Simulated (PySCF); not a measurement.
**OsO2: structure of the triplet**

Aim: relax OsO2 as a triplet from a hand-made linear geometry, check by its vibrations whether the end is a minimum, and collect its spectrum and constants.

Program: PySCF 2.14.0. Level of theory: PBE0, basis Os def2-TZVP with ECP60, O def2-TZVP, scalar-relativistic core potentials, no spin–orbit coupling, density fitting. These are calculated values, not measurements.

### 1 The system as given

3 atoms, charge 0, spin multiplicity 3.

Bond lengths: Os1–O2 1.730 Å, Os1–O3 1.730 Å. Angles: O2–Os1–O3 180.0°.

Z-matrix (Å, degrees; charge 0 multiplicity 3):
```
Os
O  1 1.7300
O  1 1.7300 2 180.00
```

### 2 Linear start, triplet: relaxation

One driver script runs all steps and calls PySCF; scf.py shows how it sets up the SCF of each step. The optimiser is the driver's own. Before each start the driver seeks the lowest SCF state from one or more starting densities and follows internal instabilities, so scf.py alone need not reach the same state.

The program finds D∞h symmetry in the start, which this walk keeps. Threshold on the gradient: 0.0003 Eh/bohr, with a further test on the energy change.

scf.py

```python
from pyscf import gto, scf, dft
mol = gto.M(atom='''
Os     0.000000     0.000000     0.000000
O      0.000000     0.000000     1.730000
O      0.000000     0.000000    -1.730000''',
    basis={'Os': 'def2-TZVP', 'O': 'def2-TZVP'},
    ecp={'Os': 'def2-TZVP'},
    charge=0, spin=2)
mf = dft.UKS(mol, xc='PBE0')
mf.grids.atom_grid = (50, 194)
aux = {'Os': 'def2-universal-JKFIT', 'O': 'def2-universal-JKFIT'}
mf = mf.density_fit(auxbasis=aux)
mf.kernel()
```

Further steps of the session: Hessian and properties; Downhill along the imaginary mode; Frequencies.

What does the calculation give? Wanted: minimum; geometry; wavenumbers; dipole moment; highest occupied, lowest empty level; polar-tensor charge of Os1; zero-point energy; atomisation energy; ⟨S²⟩.

**Answer**, as computed:

| quantity | value |
| --- | --- |
| minimum | triplet, C2v |
| geometry | Os–O 1.683 Å (×2); O–Os–O 133.7° |
| wavenumbers (cm⁻¹) | 227 (a1), 1007 (b2), 1065 (a1) |
| dipole moment | 2.04 D |
| highest occupied, lowest empty level (either spin) | -7.84, -4.30 eV |
| polar-tensor charge of Os1 | +1.26 e |
| zero-point energy | 13.8 kJ/mol |
| entropy at 298.15 K | 283.9 J/(mol K) |
| atomisation energy (no zero-point energy) | 1068 kJ/mol |
| ⟨S²⟩ | 2.006 |

In words: The linear start (D∞h) ends in a minimum of C2v symmetry, after a first stop at a second-order saddle point 32.3 kJ/mol higher, from which it was pushed off along an imaginary mode. In the infrared the band at 1007 cm⁻¹ (b2, stretch) leads. Most of the spin sits on Os1 (Mulliken spin 1.86, against 2 for the whole molecule). Other starts or spin states, not run here, may lie lower. Open d and f shells are described by one determinant, and the ground state may have another occupation or spin. With an element this heavy the missing spin–orbit coupling can shift these numbers.
